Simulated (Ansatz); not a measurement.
# BCl2FH3N: the cost of one run

Program: Ansatz 0.2.0. Level of theory: RHF/def2-SVP. These are calculated values, not measurements.

**1. The starting structure**

Bond lengths: N2–H3 1.060 Å, N2–H4 1.060 Å, B1–Cl5 1.860 Å, B1–Cl6 1.860 Å, B1–F7 1.620 Å, N2–H8 1.148 Å. Angles: H3–N2–H4 120.0°, H3–N2–H8 98.9°, H4–N2–H8 100.0°, Cl5–B1–Cl6 120.0°, Cl5–B1–F7 114.2°, Cl6–B1–F7 84.6°.

As a file:

```xyz
8

B     0.0000    0.0000    0.0000
N     0.0000    0.0000    1.9000
H    -0.8770   -0.2713    2.4300
H     0.8770    0.2713    2.4300
Cl    1.6108    0.0000   -0.9300
Cl   -1.6108    0.0000   -0.9300
F    -0.4713    1.4633    0.5108
H    -0.3323    1.0318    1.5229
```

**2. Pulling towards end A**

Springs on the bonds that form and break draw the guess towards this end; the thresholds are loose.

File input.yaml:

```yaml
crystal:
  periodic: [false, false, false]
  atoms:
    - { symbol: B, position_ang: [0.0, 0.0, 0.0] }
    - { symbol: "N", position_ang: [0.0, 0.0, 1.9] }
    - { symbol: H, position_ang: [-0.877, -0.2713, 2.43] }
    - { symbol: H, position_ang: [0.877, 0.2713, 2.43] }
    - { symbol: Cl, position_ang: [1.6108, 0.0, -0.93] }
    - { symbol: Cl, position_ang: [-1.6108, 0.0, -0.93] }
    - { symbol: F, position_ang: [-0.4713, 1.4633, 0.5108] }
    - { symbol: H, position_ang: [-0.3323, 1.0318, 1.5229] }
basis:
  gaussian: { orbitals: def2-SVP }
hamiltonian:
  xc: hf
relax:
  f_tol: 0.15
  max_steps: 25
  restrain:
    - { distance: [0, 6], at: 2.52, k: 30.0 }
    - { distance: [7, 1], at: 2.26, k: 30.0 }
    - { distance: [0, 1], at: 1.55, k: 30.0 }
    - { distance: [7, 6], at: 0.92, k: 30.0 }
```

The run is started by

```
$ ansatz run input.yaml --threads 1 --pin off --max-ram 2048MiB --backend cpu --events-out ev --progress --plain --runs-dir out
```

Q: Estimate wall time and peak memory on 1 thread of Arm Neoverse V2, shared host.

About 16 s, with a peak of 0.18 GiB.
